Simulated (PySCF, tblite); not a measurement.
# C₆H₇BOS: geometry, infrared bands and NMR shifts

What infrared bands and NMR shifts should C₆H₇BOS (`C#CC1=CCOCBS1`) show?

Computed with tblite 0.8.0 and PySCF 2.14.0, with density-fitted response routines of our own, on a single molecule in the gas phase. Atoms are numbered from 0 throughout.

## 1. The starting structure

16 atoms, charge 0, multiplicity 1; geometry from: force field or distance geometry start.

Bonds of the start (Å): C0–C1 1.22, C1–C2 1.43, C2–C3 1.32, C3–C4 1.50, C4–O5 1.39, O5–C6 1.39, C6–B7 1.60, B7–S8 1.90, S8–C2 1.79, C0–H9 1.06, C3–H10 1.10, C4–H11 1.11, C4–H12 1.13, C6–H13 1.09, C6–H14 1.11, B7–H15 1.18.

## 2. Optimising the geometry with GFN2-xTB

Job settings and geometry (Å):

```
{"job": {"kind": "relax", "xc": "GFN2-xTB", "basis": "xTB"}, "charge": 0, "multiplicity": 1}
C      3.873600     0.483600     0.005200
C      2.655400     0.446500     0.076100
C      1.234500     0.364200     0.174300
C      0.791500    -0.850900     0.423700
C     -0.631400    -1.288700     0.593500
O     -1.373700    -0.898200    -0.513300
C     -2.244700     0.153900    -0.249200
B     -1.503300     1.420900     0.384900
S      0.287100     1.863700    -0.074900
H      4.936100     0.524900    -0.052300
H      1.544100    -1.648100     0.547600
H     -0.613900    -2.387100     0.770600
H     -1.043000    -0.856400     1.553100
H     -3.099700    -0.178300     0.339000
H     -2.610500     0.495600    -1.238200
H     -2.209600     2.363200     0.516000
```

On the command line:

```sh
OMP_NUM_THREADS=1 python probes_run.py task.json out
```

One launch serves the whole session: the jobs run in the order shown.

**Question.** This job is followed by: GFN2-xTB harmonic vibrations, gas phase; GIAO PBE0/pcSseg-1 NMR shielding, non-relativistic, gas phase. What will the session give for the following? strongest single infrared mode (GFN2-xTB); zero-point energy (GFN2-xTB); 13C shifts against TMS (PBE0/pcSseg-1); 1H shifts against TMS (PBE0/pcSseg-1, means over atoms taken as alike); 17O shifts against H2O (PBE0/pcSseg-1); 11B shifts against BF3·OEt2 (PBE0/pcSseg-1); 33S shifts against CS2 (PBE0/pcSseg-1).

**Answer**, as computed:

| quantity | value |
| --- | --- |
| strongest single infrared mode (GFN2-xTB) | 1140 cm⁻¹, 172 km/mol |
| zero-point energy (GFN2-xTB) | 70.8 kcal/mol |
| 13C shifts against TMS (PBE0/pcSseg-1) | 155.8, 128.8, 90.7, 86.1, 81.0, 70.7 ppm |
| 1H shifts against TMS (PBE0/pcSseg-1, means over atoms taken as alike) | 7.39, 6.72, 4.76, 4.12, 2.94 ppm |
| 17O shifts against H2O (PBE0/pcSseg-1) | 55.2 ppm |
| 11B shifts against BF3·OEt2 (PBE0/pcSseg-1) | 65.8 ppm |
| 33S shifts against CS2 (PBE0/pcSseg-1) | 188 ppm |

In words: The optimisation took 80 steps and gained 0.692 eV; among the close pairs (by a distance rule), B7–S8 changed most, from 1.901 to 1.757 Å. All 42 modes are real, so the xTB geometry is a minimum. The strongest single mode, at 1140 cm⁻¹, has its largest shares on B7, C6, H15 and O5 (the list is cut at 4 atoms). GFN2-xTB is a fitted tight-binding method: band positions and strengths are rough. Its intensities can rank the bands wrongly. H10 (hydrogen on an alkene CH) lies farthest downfield among hydrogen, at 7.39 ppm; attached to an sp2 carbon and in the plane of the double bond.
